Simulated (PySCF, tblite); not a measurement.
# C₆H₆F₂: geometry, infrared bands, NMR shifts, spin-spin couplings and electronic excitations

Aim: predict the infrared bands, NMR shifts, spin-spin couplings and electronic excitations of C₆H₆F₂ (`C=C(F)/C=C\C=C/F`).

The runs use tblite 0.8.0 and PySCF 2.14.0, with density-fitted response routines of our own; the level of theory stands in each step. All values are computed, except where a source is named. Atoms count from 0, in the outputs and in this text.

## 1. The molecule as given

14 atoms, charge 0, multiplicity 1; geometry from: force field or distance geometry start.

Bonds of the start (Å): C0–C1 1.31, C1–F2 1.34, C1–C3 1.45, C3–C4 1.31, C4–C5 1.45, C5–C6 1.33, C6–F7 1.38, C0–H8 1.10, C0–H9 1.11, C3–H10 1.11, C4–H11 1.08, C5–H12 1.06, C6–H13 1.09.

## 2. Relaxing the molecule with GFN2-xTB

What the job is given:

```
{"job": {"kind": "relax", "xc": "GFN2-xTB", "basis": "xTB"}, "charge": 0, "multiplicity": 1}
C     -2.793500    -0.198500    -0.171900
C     -1.508400    -0.045000    -0.396100
F     -1.120400     0.216400    -1.647900
C     -0.633000    -0.187500     0.748500
C      0.673700    -0.088000     0.750600
C      1.430800     0.201500    -0.457700
C      2.748900     0.286900    -0.327500
F      3.389500     0.113500     0.878500
H     -3.175800    -0.420100     0.838100
H     -3.515800    -0.096300    -1.002700
H     -1.092200    -0.417700     1.727500
H      1.210500    -0.222900     1.682500
H      1.035700     0.357800    -1.430500
H      3.349100     0.499200    -1.213500
```

Run with:

```sh
> OMP_NUM_THREADS=1 python probes_run.py task.json out
```

The driver reads the jobs from task.json and runs them one after another.

**Question.** This job is followed by: GFN2-xTB harmonic vibrations, gas phase; PBE0-D3(BJ)/def2-SVP geometry optimisation, gas phase; GIAO PBE0/pcSseg-1 NMR shielding, non-relativistic, gas phase; B3LYP/pcJ-1 indirect spin-spin coupling, non-relativistic, gas phase; TDDFT CAM-B3LYP/def2-SVPD, vertical, gas phase, core orbitals frozen in the response; GIAO B3LYP/pcSseg-1 NMR shielding, non-relativistic, gas phase. What will the session give for the following? strongest single infrared mode (GFN2-xTB); zero-point energy (GFN2-xTB); rotational constants (main isotopes); ¹³C shifts against TMS (PBE0/pcSseg-1); ¹H shifts against TMS (PBE0/pcSseg-1); ¹⁹F shifts against CFCl3 (PBE0/pcSseg-1); lowest singlet (CAM-B3LYP/def2-SVPD); lowest triplet; vertical electron affinity (ΔSCF); range of the shift of F2; property runs in this session.

As calculated:

```
                                 quantity                                            value
strongest single infrared mode (GFN2-xTB)                            1007 cm⁻¹, 168 km/mol
             zero-point energy (GFN2-xTB)                                    63.0 kcal/mol
     rotational constants (main isotopes)                             6.74, 0.88, 0.78 GHz
   ¹³C shifts against TMS (PBE0/pcSseg-1)     173.7, 159.4, 128.6, 124.7, 115.0, 102.4 ppm
    ¹H shifts against TMS (PBE0/pcSseg-1)           6.64, 6.52, 6.42, 5.58, 4.98, 4.63 ppm
 ¹⁹F shifts against CFCl3 (PBE0/pcSseg-1)                               -107.8, -111.4 ppm
     lowest singlet (CAM-B3LYP/def2-SVPD)                      4.83 eV (257 nm), f = 0.983
                           lowest triplet                                          2.49 eV
        vertical electron affinity (ΔSCF)                                          0.03 eV
                 range of the shift of F2                             -110.5 to -107.8 ppm
            property runs in this session  4, of which 0 failed and 1 gave unsound results
```

What this shows: The optimisation took 27 steps and gained 0.422 eV; among the close pairs (by a distance rule), C3–C4 changed most, from 1.310 to 1.346 Å (GFN2-xTB). All 36 modes are real, so the xTB geometry is a minimum. The strongest single mode, at 1007 cm⁻¹, is spread over many atoms; the largest shares are those of F7, C6. Unscaled tight-binding wavenumbers are off by several per cent, some by more. Its intensities can rank the bands wrongly. Over 9 steps the energy fell by 0.150 eV; of the close pairs, C3–C4 changed most, 1.309 to 1.353 Å (PBE0/def2-SVP). No frequency check was run at this level, so the end point may be a saddle. At PBE0/pcSseg-1: The largest span, 260 ppm, is at F7, where the paramagnetic term is -186 ppm. The lowest singlet, at 4.83 eV, is HOMO→LUMO 0.98 and is bright. The lowest triplet lies 2.34 eV below the lowest singlet (triplets in Tamm-Dancoff, singlets in full TDDFT). In ppm, F2 moves most: its shift spreads over 2.6 ppm, from -110.5 (B3LYP/pcSseg-1) to -107.8 (PBE0/pcSseg-1).
